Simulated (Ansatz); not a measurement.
# CH₃GaO: small, medium and large basis sets

An exercise on one series of results from a longer session: the logs are not shown, and one member is left open.

Program: Ansatz 0.2.0, Gaussian basis. Level of theory: one geometry, several basis sets. These are calculated values, not measurements.

The runs, in order: PBE0-D4/def2-SVP; ωB97M-V/def2-SVP; PBE0-D4/def2-QZVPP; ωB97M-V/def2-QZVPP; the functionals' def2-TZVPP values are taken from earlier runs.

**The geometry**

The geometry comes from an earlier relaxation with PBE0-D4 in a triple-zeta def2 set; it is a stationary point.

SMILES `O=[CH][GaH2]`, 6 atoms, charge 0, spin multiplicity 1.

Atoms are counted from 1 here; the program's logs count them from 0.

Bond lengths: O1–C2 1.210 Å, C2–Ga3 2.014 Å, C2–H4 1.116 Å, Ga3–H5 1.566 Å, Ga3–H6 1.566 Å. Angles: O1–C2–Ga3 111.7°, O1–C2–H4 119.0°, Ga3–C2–H4 129.3°, C2–Ga3–H5 118.4°, C2–Ga3–H6 118.4°, H5–Ga3–H6 122.4°.

The first run:

Contents of in.yaml:

```yaml
crystal:
  periodic: [false, false, false]
  atoms:
    - {symbol: O, position_ang: [0.129496, -1.671103, 0.763385]}
    - {symbol: C, position_ang: [-0.434045, -0.980321, -0.055209]}
    - {symbol: Ga, position_ang: [0.300828, 0.894314, -0.077760]}
    - {symbol: H, position_ang: [-1.249400, -1.427717, -0.671383]}
    - {symbol: H, position_ang: [1.567469, 1.188411, -0.950378]}
    - {symbol: H, position_ang: [-0.272348, 1.932315, 0.945145]}
basis:
  gaussian: {orbitals: def2-SVP}
hamiltonian: {xc: pbe0, dispersion: d4}
output: {orbitals: {seedname: orbitals}}
```

Run with:

```bash
$ ansatz run in.yaml --threads 2 --pin off --events-out ev --progress --plain --max-ram 4352MiB
```

Among the steps run: PBE0-D4 in def2-SVP; ωB97M-V in def2-SVP; PBE0-D4 in def2-QZVPP; ωB97M-V in def2-QZVPP.

One table of the session follows, with a row left open; its other results are not shown here.

It belongs to the step «Functionals by basis». 

| functional | basis | HOMO (eV) | LUMO (eV) |
| --- | --- | --- | --- |
| PBE0-D4 | def2-SVP | -6.57 | -1.78 |
| PBE0-D4 | def2-TZVPP | -6.67 | -1.84 |
| PBE0-D4 | def2-QZVPP | -6.69 | -1.87 |
| ωB97M-V | def2-SVP | -8.78 | -0.05 |
| ωB97M-V | def2-TZVPP | -8.90 | -0.14 |
| ωB97M-V | def2-QZVPP | ? | ? |

**Question.** Estimate the row for ωB97M-V, def2-QZVPP.

As computed: HOMO (eV): -8.93; LUMO (eV): -0.31. In the column «HOMO (eV)» it is the lowest.
